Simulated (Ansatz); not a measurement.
# C₂H₆FInS: how energies converge with the basis set

Aim: see how fast density functionals converge with the basis set for C₂H₆FInS.

Computed with Ansatz 0.2.0, Gaussian basis. Level: one geometry, several basis sets.

Levels to be run: PBE0-D4/def2-SVP; ωB97M-V/def2-SVP; PBE0-D4/def2-QZVPP; ωB97M-V/def2-QZVPP; the functionals' def2-TZVPP values are taken from earlier runs.

### Step 1. The relaxed structure

All runs share one geometry, relaxed beforehand with PBE0-D4 in a triple-zeta def2 set. In takes the def2 core potential; no spin-orbit term is included.

SMILES `FC[CH2][InH][SH]`, 11 atoms, charge 0, spin multiplicity 1.

Atoms are counted from 1 here; the program's logs count them from 0.

Bond lengths: F1–C2 1.426 Å, C2–C3 1.500 Å, C2–H6 1.091 Å, C2–H7 1.091 Å, C3–In4 2.177 Å, C3–H8 1.090 Å, C3–H9 1.090 Å, In4–S5 2.396 Å, In4–H10 1.713 Å, S5–H11 1.343 Å. Angles: F1–C2–C3 109.3°, F1–C2–H6 105.0°, F1–C2–H7 105.5°, C3–C2–H6 114.3°, C3–C2–H7 112.6°, H6–C2–H7 109.5°, C2–C3–In4 103.2°, C2–C3–H8 112.8°, C2–C3–H9 112.0°, In4–C3–H8 108.8°, In4–C3–H9 111.1°, H8–C3–H9 108.8°, C3–In4–S5 115.4°, C3–In4–H10 128.7°, S5–In4–H10 115.8°, In4–S5–H11 94.2°.

### Step 2. PBE0-D4 in def2-SVP

in.yaml reads:

```yaml
crystal:
  periodic: [false, false, false]
  atoms:
    - {symbol: F, position_ang: [-0.402066, 1.705250, 0.210986]}
    - {symbol: C, position_ang: [-0.072754, 0.843748, 1.298193]}
    - {symbol: C, position_ang: [0.259404, -0.519573, 0.767196]}
    - {symbol: In, position_ang: [0.639013, -0.151393, -1.344117]}
    - {symbol: S, position_ang: [-1.011787, -1.014632, -2.851241]}
    - {symbol: H, position_ang: [-0.945147, 0.870696, 1.953600]}
    - {symbol: H, position_ang: [0.774017, 1.316337, 1.798459]}
    - {symbol: H, position_ang: [-0.569359, -1.221638, 0.858678]}
    - {symbol: H, position_ang: [1.136946, -0.945156, 1.254507]}
    - {symbol: H, position_ang: [2.001252, 0.587619, -2.074021]}
    - {symbol: H, position_ang: [-1.809520, -1.471258, -1.872242]}
basis:
  gaussian: {orbitals: def2-SVP}
hamiltonian: {xc: pbe0, dispersion: d4}
output: {orbitals: {seedname: orbitals}}
```

Run with:

```console
$ ansatz run in.yaml --threads 4 --pin off --events-out ev --progress --plain --max-ram 10444MiB
```

Further steps of the session: ωB97M-V in def2-SVP; PBE0-D4 in def2-QZVPP; ωB97M-V in def2-QZVPP.

**Question.** What will the summary of the whole plan be? Wanted: PBE0-D4: double and triple zeta above quadruple; ωB97M-V: double and triple zeta above quadruple.

**Answer**, as computed:

| quantity | value |
| --- | --- |
| PBE0-D4: double and triple zeta above quadruple | 10.36, 0.64 eV |
| ωB97M-V: double and triple zeta above quadruple | 10.53, 0.61 eV |

For PBE0-D4 the step from double to triple zeta gains 9.73 eV and the next only 0.64 eV. These are total energies; as a rule much of such shifts cancels in differences, which this series doesn't test.
